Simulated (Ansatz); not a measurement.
# Nb: pressure up to the limit of the methods

Aim: compress Nb (hcp type) step by step, far beyond the usual range, and follow pressure and electronic structure. The runs shown use PAW.

Computed with Ansatz 0.2.0 (DFT PBEsol, with the methods named in each step, unless a step's input says otherwise).

3 further runs of the same task are left out: 2 that didn't finish, 1 set aside as unsound or not needed. Runs told in other sessions of the task aren't counted.

**1. Starting point**

It takes space group P6_3/mmc (No. 194, hexagonal). The conventional cell has a = 2.922 Å, b = 2.922 Å, c = 4.733 Å, α = 90.00°, β = 90.00°, γ = 120.00°. Nb (site symmetry -6m2) has 12 Nb at 2.91 to 2.92 Å in its first shell of neighbours.

As a file:

```
CELL_PARAMETERS angstrom
2.92157 0.00000 0.00000
-1.46078 2.53015 0.00000
0.00000 0.00000 4.73294
ATOMIC_POSITIONS crystal
Nb 0.33333 0.66667 0.25000
Nb 0.66667 0.33333 0.75000
```

Whether this phase is the stable one at these pressures isn't tested.

Atoms are numbered in the order of the input: Nb1, Nb2.

**2. Cell relaxed at zero pressure, PAW**

Contents of input.yaml:

```yaml
crystal:
  lattice:
    - [2.921569454, 0.0, 0.0]
    - [-1.460784727, 2.5301533661, 0.0]
    - [0.0, 0.0, 4.7329425156]
  atoms:
    - { symbol: Nb, position: [0.3333333333, 0.6666666667, 0.25] }
    - { symbol: Nb, position: [0.6666666667, 0.3333333333, 0.75] }
kpoints:
  mp_grid: { grid: [17, 17, 9] }
scf:
  occupations: { method: fermi_dirac, width: 0.05 }
hamiltonian:
  xc: pbesol
  pseudopotentials: { kind: paw }
output:
  forces: true
  stress: true
relax:
  f_tol: 0.005
  max_steps: 40
  cell: {}
```

The run is started by

```bash
$ ansatz run input.yaml --threads 1 --pin off --max-ram 2048MiB --backend cpu --events-out ev --progress --plain --runs-dir out
```

Further steps of the session: Volume scaled by 1, PAW; Shape and atoms relaxed at 0.92 of the volume, PAW; Volume scaled by 0.92, PAW; Shape and atoms relaxed at 0.84 of the volume, PAW; Volume scaled by 0.84, PAW; Shape and atoms relaxed at 0.76 of the volume, PAW; Volume scaled by 0.76, PAW; Shape and atoms relaxed at 0.68 of the volume, PAW; Volume scaled by 0.68, PAW; Shape and atoms relaxed at 0.6 of the volume, PAW; Volume scaled by 0.6, PAW; Shape and atoms relaxed at 0.52 of the volume, PAW; Volume scaled by 0.52, PAW; Shape and atoms relaxed at 0.45 of the volume, PAW; Volume scaled by 0.45, PAW; Volume scaled by 0.45, PAW (core large).

What does the calculation give? Wanted: PAW pressure at 0.45 of the volume; PAW; fitted bulk modulus at zero pressure.

**Answer**, as computed:

| quantity | value |
| --- | --- |
| PAW pressure at 0.45 of the volume | 572.5 GPa |
| PAW (core large) pressure at 0.45 of the volume | 572.5 GPa |
| fitted bulk modulus at zero pressure (PAW) | 169 GPa |
| its pressure derivative | 3.70 |

**Reading.** At 0.45 of the starting volume PAW gives 573 GPa. A third-order Birch-Murnaghan curve fits the range only roughly (B₀ = 169 GPa, B′ = 3.70, misfit at most 2.58 GPa). A fit over so wide a range leans to the high pressures, so B₀ can be off by several per cent. No all-electron run checks these rows here, and frozen cores can fail under such compression. The ions are at rest, and the electrons smeared by 0.05 eV.

At pressures up to 573 GPa the PAW spheres may overlap and frozen cores may not hold, so those PAW values are rough without an all-electron check.
